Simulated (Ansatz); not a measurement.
**InGaAs2: levels of theory**

The task, for InGaAs2: compare levels of theory; the runs are relaxing the atoms and single point.

Computed with Ansatz 0.2.0 (DFT PBEsol, scalar-relativistic, plane waves, PAW, and further levels as typed in the inputs, unless a step's input says otherwise).

### Step 1. The structure to begin with

It takes space group P-4m2 (No. 115, tetragonal). The conventional cell has a = 4.141 Å, b = 4.141 Å, c = 5.856 Å, α = 90.00°, β = 90.00°, γ = 90.00°. Ga (site symmetry -4m2) has 4 As at 2.54 Å as nearest neighbours. In (site symmetry -4m2) is surrounded by 4 As at 2.54 Å. As (site symmetry 2mm) is surrounded by 2 Ga at 2.54 Å and 2 In at 2.54 Å.

Coordinates:

```cif
data_structure
_symmetry_space_group_name_H-M 'P 1'
_symmetry_Int_Tables_number 1
_cell_length_a 8.2814
_cell_length_b 8.2814
_cell_length_c 8.2814
_cell_angle_alpha 60.000
_cell_angle_beta 60.000
_cell_angle_gamma 60.000
_cell_volume 401.60
loop_
_atom_site_label
_atom_site_type_symbol
_atom_site_fract_x
_atom_site_fract_y
_atom_site_fract_z
_atom_site_occupancy
Ga1 Ga 0.00000 0.00000 0.00000 1
In1 In 0.00000 0.00000 0.50000 1
Ga2 Ga 0.00000 0.50000 0.00000 1
In2 In 0.00000 0.50000 0.50000 1
As1 As 0.12500 0.12500 0.12500 1
As2 As 0.12500 0.12500 0.62500 1
As3 As 0.12500 0.62500 0.12500 1
As4 As 0.12500 0.62500 0.62500 1
In3 In 0.50000 0.00000 0.00000 1
Ga3 Ga 0.50000 0.00000 0.50000 1
In4 In 0.50000 0.50000 0.00000 1
Ga4 Ga 0.50000 0.50000 0.50000 1
As5 As 0.62500 0.12500 0.12500 1
As6 As 0.62500 0.12500 0.62500 1
As7 As 0.62500 0.62500 0.12500 1
As8 As 0.62500 0.62500 0.62500 1
```

### Step 2. Relaxing the atoms: InGaAs2, no spin

input.yaml

```yaml
crystal:
  lattice:
    - [0.0, 5.8558, 5.8558]
    - [5.8558, 0.0, 5.8558]
    - [5.8558, 5.8558, 0.0]
  atoms:
    - { symbol: Ga, position: [0.0, 0.0, 0.0] }
    - { symbol: In, position: [0.0, 0.0, 0.5] }
    - { symbol: Ga, position: [0.0, 0.5, 0.0] }
    - { symbol: In, position: [0.0, 0.5, 0.5] }
    - { symbol: As, position: [0.125, 0.125, 0.125] }
    - { symbol: As, position: [0.125, 0.125, 0.625] }
    - { symbol: As, position: [0.125, 0.625, 0.125] }
    - { symbol: As, position: [0.125, 0.625, 0.625] }
    - { symbol: In, position: [0.5, 0.0, 0.0] }
    - { symbol: Ga, position: [0.5, 0.0, 0.5] }
    - { symbol: In, position: [0.5, 0.5, 0.0] }
    - { symbol: Ga, position: [0.5, 0.5, 0.5] }
    - { symbol: As, position: [0.625, 0.125, 0.125] }
    - { symbol: As, position: [0.625, 0.125, 0.625] }
    - { symbol: As, position: [0.625, 0.625, 0.125] }
    - { symbol: As, position: [0.625, 0.625, 0.625] }
scf:
  occupations: { method: gaussian, width: 0.01 }
output:
  forces: true
  stress: true
hamiltonian:
  xc: pbesol
kpoints:
  mp_grid: { grid: [3, 3, 3] }
relax:
  f_tol: 0.005
```

Run with:

```
$ ansatz run input.yaml --threads 16 --pin off --max-ram 49152MiB --backend cpu --events-out ev --progress --plain --runs-dir out
```

Standard output, cut to the lines that bear on the results:

```text
Warning: output.stress: scf.convergence.dr2_threshold = 2.5e-8 eV (the default of a walk held to its f_tol) is looser than the 1.6e-9 eV advised for a printed stress (1e-10 eV for each atom of the cell: 16). What an SCF threshold leaves in a stress goes as its square root, and in the free [...]
Warning: RAYON_NUM_THREADS=16 ignored (pool sized by the plan → 16); use --threads N
[...]
Pseudopotentials: kind: paw
Pseudopotential: Ga, paw, valence charge 13, recommended cutoff 420 eV (normal), Ga.paw.azcp
Pseudopotential: In, paw, valence charge 13, recommended cutoff 420 eV (normal), In.paw.azcp
Pseudopotential: As, paw, valence charge 15, recommended cutoff 420 eV (normal), As.paw.azcp
Functional definition: PBEsol
[...]
Crystal: 16 atoms, lattice volume = 401.595 Å³
Basis set: ecut = 420 eV, 7799 PW (Γ), exchange–correlation on 120×120×120 points (8 copies of the dense FFT grid, shifted against one another)
Bands: 135, of which v1, the nominal top of the filled ones, is band 112 counted from 1 (111 counted from 0)
Symmetry: 32 space group operations
Space group: P-4m2 (ITA 115), of the structure as read, at distance tolerance 7.4e-5 Å
k-points: 6 of 27 (time reversal used)
[...]
SCF iter   1: F=—  HF=-75581.628118 eV  |F-HF|=—  |Δ(HF+E_count)|=         —  Δρ=3.64e-3  dr2=7.68e-2  ethr=1.77e-3  ⟨swp⟩=6.0  Hψ=3068  notcnv=0  defer=9
[...]
relax step   1: F+E_penalty+E_count = -75581.59659184 eV  Δ(F+E_penalty+E_count) = +0.000e0 eV  max|allowed force component| = 1.367e0 eV/Å  Δτ_max = 0.0000 Å  (6 SCF iters, dr2 threshold 6.25e-7 eV, accepted)
[...]
  atom   7  As    -0.00000000    -0.00017435    -0.00000000
  atom   8  As    -0.00000000     0.00017435    -0.00000000
[...]
--- Stress (GPa, compression-positive) ---
        0.566255      -0.000000       0.000000
       -0.000000       0.959543       0.000000
       -0.000000       0.000000       0.566255
  P = ⅓ Tr σ = 0.6974 GPa (6.974 kbar)
--- Relaxed structure (5 steps of the walk, 5 accepted, 0 SCFs on fresh bases) ---
  F+E_penalty+E_count = -75582.23937153 eV   max|allowed force component| = 1.743e-4 eV/Å
  atoms:
    - { symbol: Ga, position: [1.2960509592879757e-18, -1.2960509592879765e-18, 1.2960509592879769e-18] }
    - { symbol: In, position: [-1.693122981074405e-34, -1.693122981074405e-34, 0.49999999999999994] }
    - { symbol: Ga, position: [0.0, 0.49999999999999994, 0.0] }
    - { symbol: In, position: [0.0, 0.49999999999999994, 0.4999999999999999] }
    - { symbol: As, position: [0.11493792370477138, 0.1350620762952286, 0.11493792370477136] }
    - { symbol: As, position: [0.13506207629522865, 0.11493792370477134, 0.6350620762952286] }
    - { symbol: As, position: [0.1149379237047714, 0.6350620762952286, 0.1149379237047714] }
    - { symbol: As, position: [0.13506207629522865, 0.6149379237047714, 0.6350620762952286] }
    - { symbol: In, position: [0.49999999999999994, 0.0, 0.0] }
    - { symbol: Ga, position: [0.49999999999999994, 0.0, 0.4999999999999999] }
    - { symbol: In, position: [0.49999999999999994, 0.49999999999999994, 0.0] }
    - { symbol: Ga, position: [0.49999999999999994, 0.49999999999999994, 0.49999999999999994] }
    - { symbol: As, position: [0.6350620762952286, 0.11493792370477135, 0.1350620762952286] }
    - { symbol: As, position: [0.6149379237047714, 0.1350620762952286, 0.6149379237047714] }
    - { symbol: As, position: [0.6350620762952286, 0.6149379237047714, 0.1350620762952286] }
    - { symbol: As, position: [0.6149379237047714, 0.6350620762952286, 0.6149379237047714] }
```

It took 25 s on 16 threads of AMD EPYC (Zen 3), shared host; peak memory 1.8 GiB.

The steps of the relaxation:

| step | E - E(step 1) (eV/cell) | largest force component (eV/Å) |
| --- | --- | --- |
| 1 | 0.0000 | 1.3667 |
| 2 | -0.5201 | 0.5895 |
| 3 | -0.6427 | 0.0133 |
| 4 | -0.6427 | 0.0135 |
| 5 | -0.6428 | 0.0002 |

Step 1 is the start.

### Step 3. Single point: r2SCAN

It takes the final geometry of step 2.

input.yaml

```yaml
crystal:
  lattice:
    - [0.0, 5.8558, 5.8558]
    - [5.8558, 0.0, 5.8558]
    - [5.8558, 5.8558, 0.0]
  atoms:
    - { symbol: Ga, position: [0.0, 0.0, 0.0] }
    - { symbol: In, position: [0.0, 0.0, 0.5] }
    - { symbol: Ga, position: [0.0, 0.5, 0.0] }
    - { symbol: In, position: [0.0, 0.5, 0.5] }
    - { symbol: As, position: [0.1149379237, 0.1350620763, 0.1149379237] }
    - { symbol: As, position: [0.1350620763, 0.1149379237, 0.6350620763] }
    - { symbol: As, position: [0.1149379237, 0.6350620763, 0.1149379237] }
    - { symbol: As, position: [0.1350620763, 0.6149379237, 0.6350620763] }
    - { symbol: In, position: [0.5, 0.0, 0.0] }
    - { symbol: Ga, position: [0.5, 0.0, 0.5] }
    - { symbol: In, position: [0.5, 0.5, 0.0] }
    - { symbol: Ga, position: [0.5, 0.5, 0.5] }
    - { symbol: As, position: [0.6350620763, 0.1149379237, 0.1350620763] }
    - { symbol: As, position: [0.6149379237, 0.1350620763, 0.6149379237] }
    - { symbol: As, position: [0.6350620763, 0.6149379237, 0.1350620763] }
    - { symbol: As, position: [0.6149379237, 0.6350620763, 0.6149379237] }
scf:
  occupations: { method: gaussian, width: 0.01 }
  n_extra_bands: 12
output:
  eigenvalues: true
  eigenstates: { kpoints: [[0, 0, 0]], e_range: [-2, 2] }
hamiltonian:
  xc: r2scan
kpoints:
  mp_grid: { grid: [3, 3, 3] }
```

Run with:

```
$ ansatz run input.yaml --threads 16 --pin off --max-ram 49152MiB --backend cpu --events-out ev --progress --plain --runs-dir out
```

Standard output, cut to the lines that bear on the results:

```text
Warning: RAYON_NUM_THREADS=16 ignored (pool sized by the plan → 16); use --threads N
scf.n_extra_bands = 12 over 112 filled bands (N_el = 224.0): the run solves 124 bands
[...]
[... 1 set-up line as earlier in the session ...]
Pseudopotential: Ga, paw, valence charge 13, recommended cutoff 500 eV (meta_gga), Ga.paw.azcp
Pseudopotential: In, paw, valence charge 13, recommended cutoff 500 eV (meta_gga), In.paw.azcp
Pseudopotential: As, paw, valence charge 15, recommended cutoff 500 eV (meta_gga), As.paw.azcp
Functional definition: r2SCAN
[...]
Crystal: 16 atoms, lattice volume = 401.595 Å³
Basis set: ecut = 500 eV, 10081 PW (Γ), exchange–correlation on 256×256×256 points (64 copies of the dense FFT grid, shifted against one another)
Bands: 124, of which v1, the nominal top of the filled ones, is band 112 counted from 1 (111 counted from 0)
[... 2 set-up lines as earlier in the session ...]
k-points: 6 of 27 (time reversal used)
[...]
SCF iter   1: F=—  HF=-76531.122077 eV  |F-HF|=—  |Δ(HF+E_count)|=         —  Δρ=7.28e-3  dr2=9.31e-2  dr2_τ=5.38e-2  ethr=1.77e-3  ⟨swp⟩=6.0  Hψ=2884  notcnv=0
[...]
SCF iter   8: F=-76531.191391 eV  HF=-76531.191391 eV  |F-HF|=1.01e-8  |Δ(HF+E_count)|=   2.57e-7  Δρ=2.02e-6  dr2=1.94e-8  dr2_τ=1.44e-10  ethr=4.46e-11  ⟨swp⟩=8.0  Hψ=2639  notcnv=0
[...]
NSCF: frozen V_eff on 1 k-points
SCF converged after 8 iterations
Free energy (F): -76531.191391 eV
[...]
E sigma→0 (E₀):  -76531.191391 eV
Fermi energy:    8.026236 eV
[...]
--- Band table (eV; the first three rows and the last of 6) ---
[...]
```

It took 15 s on 16 threads of AMD EPYC (Zen 3), shared host; peak memory 2.9 GiB.

### Step 4. Single point: r2SCAN with spin-orbit coupling

It takes the final geometry of step 2.

input.yaml, as its differences from that of step 3:

```diff
@@ -30,3 +30,7 @@
   xc: r2scan
+  pseudopotentials: { kind: paw_fr }
 kpoints:
   mp_grid: { grid: [3, 3, 3] }
+magnetization:
+  noncollinear: true
+  spin_orbit: true
```

Run with:

```
$ ansatz run input.yaml --threads 16 --pin off --max-ram 49152MiB --backend cpu --events-out ev --progress --plain --runs-dir out
```

Standard output, cut to the lines that bear on the results:

```text
Warning: RAYON_NUM_THREADS=16 ignored (pool sized by the plan → 16); use --threads N
scf.n_extra_bands = 12 over 224 filled bands (N_el = 224.0): the run solves 236 bands
[...]
Pseudopotentials: kind: paw_fr
Pseudopotential: Ga, paw_fr, valence charge 13, recommended cutoff 500 eV (meta_gga), Ga.paw.azcp#standard-fr
Pseudopotential: In, paw_fr, valence charge 13, recommended cutoff 500 eV (meta_gga), In.paw.azcp#standard-fr
Pseudopotential: As, paw_fr, valence charge 15, recommended cutoff 500 eV (meta_gga), As.paw.azcp#standard-fr
[... 1 set-up line as earlier in the session ...]
[...]
non-collinear run that drives no moment, with spin-orbit: no starting moment large enough to seed its density (crystal.atoms[].spin), no starting occupations that ask for one, no magnetisation constraint and no magnetic field, so the semilocal B_xc is pinned to zero
Crystal: 16 atoms, lattice volume = 401.595 Å³
[...]
  site 4: m = (+0.0000, +0.0000, +0.0000) μB, |m| = 0.0000 μB  (R = 1.02 Å)
  site 5: m = (+0.0000, +0.0000, +0.0000) μB, |m| = 0.0000 μB  (R = 1.02 Å)
  site 6: m = (+0.0000, +0.0000, +0.0000) μB, |m| = 0.0000 μB  (R = 1.02 Å)
  site 7: m = (+0.0000, +0.0000, +0.0000) μB, |m| = 0.0000 μB  (R = 1.02 Å)
  site 8: m = (+0.0000, +0.0000, +0.0000) μB, |m| = 0.0000 μB  (R = 1.07 Å)
  site 9: m = (+0.0000, +0.0000, +0.0000) μB, |m| = 0.0000 μB  (R = 1.02 Å)
  site 10: m = (+0.0000, +0.0000, +0.0000) μB, |m| = 0.0000 μB  (R = 1.07 Å)
  site 11: m = (+0.0000, +0.0000, +0.0000) μB, |m| = 0.0000 μB  (R = 1.02 Å)
  site 12: m = (+0.0000, +0.0000, +0.0000) μB, |m| = 0.0000 μB  (R = 1.02 Å)
  site 13: m = (+0.0000, +0.0000, +0.0000) μB, |m| = 0.0000 μB  (R = 1.02 Å)
  site 14: m = (+0.0000, +0.0000, +0.0000) μB, |m| = 0.0000 μB  (R = 1.02 Å)
  site 15: m = (+0.0000, +0.0000, +0.0000) μB, |m| = 0.0000 μB  (R = 1.02 Å)
Free energy (F): -76458.807843 eV
[...]
E sigma→0 (E₀):  -76458.807843 eV
Fermi energy:    8.081663 eV
[...]
--- Band table (eV; the first three rows and the last of 6) ---
[...]
```

Wall time 1.7 min (16 threads of AMD EPYC (Zen 3), shared host); peak memory 13 GiB.

### Step 5. Single point: HSE06, no spin

It takes the final geometry of step 2.

input.yaml, as its differences from that of step 4:

```diff
@@ -28,9 +28,9 @@
   eigenstates: { kpoints: [[0, 0, 0]], e_range: [-2, 2] }
+  write_density: true
+  write_potential: true
+  elf: true
+  volumetric_format: npy
 hamiltonian:
-  xc: r2scan
-  pseudopotentials: { kind: paw_fr }
+  xc: hse06
 kpoints:
   mp_grid: { grid: [3, 3, 3] }
-magnetization:
-  noncollinear: true
-  spin_orbit: true
```

Run with:

```
$ ansatz run input.yaml --threads 16 --pin off --max-ram 49152MiB --backend cpu --events-out ev --progress --plain --runs-dir out
```

Standard output, cut to the lines that bear on the results:

```text
Warning: RAYON_NUM_THREADS=16 ignored (pool sized by the plan → 16); use --threads N
scf.n_extra_bands = 12 over 112 filled bands (N_el = 224.0): the run solves 124 bands
[...]
[... 4 set-up lines as earlier in the session ...]
Functional definition: HSE06
[...]
Crystal: 16 atoms, lattice volume = 401.595 Å³
Basis set: ecut = 420 eV, 7799 PW (Γ)
Bands: 124, of which v1, the nominal top of the filled ones, is band 112 counted from 1 (111 counted from 0)
[... 2 set-up lines as earlier in the session ...]
k-points: 6 of 27 (time reversal used)
[...]
Frozen-core exchange: fock
[...]
SCF 2 stopped early in 7 iterations: F = -76404.567935 eV  dr2 = 7.39e-5
hybrid outer 1: dexx = +9.270e-2 eV, tail = 7.13e-4 eV
[...]
Frozen-core exchange: fock
[...]
SCF iter   8: F=-76404.569176 eV  HF=-76404.569176 eV  |F-HF|=4.90e-8  |Δ(HF+E_count)|=   6.62e-7  Δρ=3.61e-6  dr2=7.91e-8  ethr=3.09e-12 (applied; sched 1.00e-12)  ⟨swp⟩=5.8  Hψ=2695  notcnv=0
[...]
hybrid outer 2: dexx = +1.481e-5 eV, tail = 4.37e-7 eV, Δε = 5.77e-3 eV (about 2.40e-4 eV left of the loop's levels)
NSCF: frozen V_eff on 1 k-points
hybrid SCF converged: 2 outer / 15 inner (+13 warm-up), last move |dexx| = 1.48e-5 eV, tail = 4.37e-7 eV
Stability not checked: this state was not tested for a lower state beside it, because the functional holds exact exchange (a hybrid, or Hartree-Fock), whose exchange loop this test does not read (fock_operator; see scf.lower_state_search)
Free energy (F): -76404.569176 eV
Frozen-core exchange: fock
[...]
E sigma→0 (E₀):  -76404.569176 eV
Fermi energy:    8.037670 eV
[...]
--- Band table (eV; the first three rows and the last of 6) ---
[...]
```

Run time: 2.3 min. Hardware: 16 threads of AMD EPYC (Zen 3), shared host; peak memory 7 GiB.

Density in a lattice plane of the grid's cell (edges 8.28 and 8.28 Å, at 0.000 of the third edge), which holds Ga and In.

Ten even steps from '0' (0.02 e/Å³) to '9' (52.66 e/Å³):
```
110000000000110000000000
000000000000000000000000
000000000000000000000000
000000000000000000000000
000000000000000000000000
000000000000000000000000
000000000000000000000000
000000000000000000000000
100000000001100000000001
210000000003930000000001
110000000000110000000000
000000000000000000000000
000000000000000000000000
000000000000000000000000
000000000000000000000000
000000000000000000000000
000000000000000000000000
000000000000000000000000
100000000001100000000001
930000000001210000000003
```
Columns run along the first of these edges and rows up along the second, over one cell in 24 and 20 even steps from the bottom left corner. Atoms in the plane (fractional): Ga at (0.00, 0.00), In at (0.00, 0.50), In at (0.50, 1.00), Ga at (0.50, 0.50).

ELF in the same plane.

Ten even steps from '0' (0.00) to '9' (0.76):
```
001333333232001323333332
323332101223323322100123
555663100023333332100013
699997410013678775200013
688888741113689998531113
688888885324688888863223
379888898423589878984232
336998898332348988983332
023598897310024898884310
002346666320502366664320
001323333332001333333232
323322100123323332101223
333332100013555663100023
678775200013699997410013
689998531113688888741113
688888863223688888885324
589878984232379888898423
348988983332336998898332
024898884310023598897310
502366664320002346666320
```
Columns run along the first of these edges and rows up along the second, over one cell in 24 and 20 even steps from the bottom left corner. Atoms in the plane (fractional): Ga at (0.00, 0.00), In at (0.00, 0.50), In at (0.50, 1.00), Ga at (0.50, 0.50).

Both are smooth fields of the valence electrons: close to the nuclei they are not physical.

Outside the cores ELF peaks at 0.80 on the As–Ga line, 1.2 Å from As; 0.76 on the As–In line, 1.2 Å from As.

### Step 6. Results

| step | level | volume (Å³/atom) | pressure (GPa) | energy (eV) | gap on the mesh (eV) | time |
| --- | --- | --- | --- | --- | --- | --- |
| 2 | PBEsol | 25.10 | 0.7 | -75582.239 | n/a | 25 s |
| 3 | r2SCAN | 25.10 | n/a | -76531.191 | 0.41 | 15 s |
| 4 | r2SCAN with spin-orbit coupling | 25.10 | n/a | -76458.808 | 0.31 | 1.7 min |
| 5 | HSE06 | 25.10 | n/a | -76404.569 | 0.76 | 2.3 min |

Totals of different systems or levels have different zeros; only balanced differences at one level mean anything.

**Reading.** The rows set the runs side by side; convergence of the settings was not tested in this session.
